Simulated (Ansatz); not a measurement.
# CH8GeO3Si: one species, many methods

One table from this session's results is given with a row withheld; the runs are named, their logs left out.

Method: functionals in def2-TZVPP, the program's frozen cores in correlated methods; program: Ansatz 0.2.0, Gaussian basis.

The runs, in order: PBE-D4, r2SCAN-D4, PBE0-D4, B3LYP-D4, ωB97X-V, ωB97M-V, B2PLYP; CCSD(T)/def2-TZVPP; MP2/def2-QZVPP; extrapolation to the limit.

### Structure used throughout

An earlier PBE0-D4 in a triple-zeta def2 set relaxation fixed the geometry.

14 atoms, charge 0, spin multiplicity 1.

Atoms are counted from 1 here; the program's logs count them from 0.

Bond lengths: C1–Si2 1.848 Å, C1–H7 1.092 Å, C1–H8 1.092 Å, C1–H9 1.093 Å, Si2–O3 1.663 Å, Si2–O4 1.634 Å, Si2–H10 1.486 Å, O3–H11 0.958 Å, O4–Ge5 1.778 Å, Ge5–O6 1.770 Å, Ge5–H12 1.538 Å, Ge5–H13 1.529 Å, O6–H14 0.964 Å. Angles: Si2–C1–H7 110.7°, Si2–C1–H8 111.1°, Si2–C1–H9 109.9°, H7–C1–H8 108.5°, H7–C1–H9 108.2°, H8–C1–H9 108.4°, C1–Si2–O3 106.4°, C1–Si2–O4 111.7°, C1–Si2–H10 113.1°, O3–Si2–O4 109.5°, O3–Si2–H10 109.0°, O4–Si2–H10 107.1°, Si2–O3–H11 116.8°, Si2–O4–Ge5 126.8°, O4–Ge5–O6 107.9°, O4–Ge5–H12 106.8°, O4–Ge5–H13 109.0°, O6–Ge5–H12 111.6° and more.

Set-up of the first run:

Contents of in.yaml:

```yaml
crystal:
  periodic: [false, false, false]
  atoms:
    - {symbol: C, position_ang: [-0.408609, 1.944512, 0.442867]}
    - {symbol: Si, position_ang: [-0.858305, 0.466016, -0.571010]}
    - {symbol: O, position_ang: [-1.589706, -0.610110, 0.465027]}
    - {symbol: O, position_ang: [0.459012, -0.231785, -1.240559]}
    - {symbol: Ge, position_ang: [1.555922, -1.397759, -0.467230]}
    - {symbol: O, position_ang: [1.259192, -1.347380, 1.277359]}
    - {symbol: H, position_ang: [0.137038, 2.674949, -0.159036]}
    - {symbol: H, position_ang: [-1.299364, 2.428242, 0.850108]}
    - {symbol: H, position_ang: [0.231569, 1.643784, 1.276648]}
    - {symbol: H, position_ang: [-1.795878, 0.783694, -1.679614]}
    - {symbol: H, position_ang: [-2.231202, -1.209875, 0.081769]}
    - {symbol: H, position_ang: [1.225096, -2.778367, -1.059360]}
    - {symbol: H, position_ang: [2.999027, -0.938887, -0.680583]}
    - {symbol: H, position_ang: [0.316217, -1.427033, 1.463615]}
basis:
  gaussian: {orbitals: def2-TZVPP}
hamiltonian: {xc: pbe, dispersion: d4}
output: {forces: true, orbitals: {seedname: orbitals}}
```

Run with:

```
ansatz run in.yaml --threads 2 --pin off --events-out ev --progress --plain --max-ram 20480MiB --backend cuda --devices 0, --max-vram 18GiB
```

Steps of the session up to this table: PBE-D4 (GGA); r2SCAN-D4 (meta-GGA); PBE0-D4 (hybrid); B3LYP-D4 (hybrid); ωB97X-V (range-separated); ωB97M-V (range-separated); B2PLYP (double hybrid); CCSD(T) in def2-TZVPP; MP2 in def2-QZVPP.

One of the session's tables, all rows but one given; the rest of the session is left out.

| method | atomisation energy (kJ/mol) |
| --- | --- |
| PBE-D4 | 5187.4 |
| r2SCAN-D4 | 5165.6 |
| PBE0-D4 | 5097.1 |
| B3LYP-D4 | 5128.2 |
| ωB97X-V | 5177.5 |
| ωB97M-V | ? |
| B2PLYP | 5095.6 |
| HF/def2-TZVPP | 3714.2 |
| MP2/def2-TZVPP | 5147.0 |
| CCSD/def2-TZVPP | 4981.8 |
| CCSD(T)/def2-TZVPP | 5055.4 |
| MP2/CBS | 5281.8 |
| CCSD(T)/CBS | 5190.2 |

Estimate the missing values for ωB97M-V.

The run gave: atomisation energy (kJ/mol): 5162.4. In the column «atomisation energy (kJ/mol)» it lies between MP2/def2-TZVPP (5147.0) and r2SCAN-D4 (5165.6).
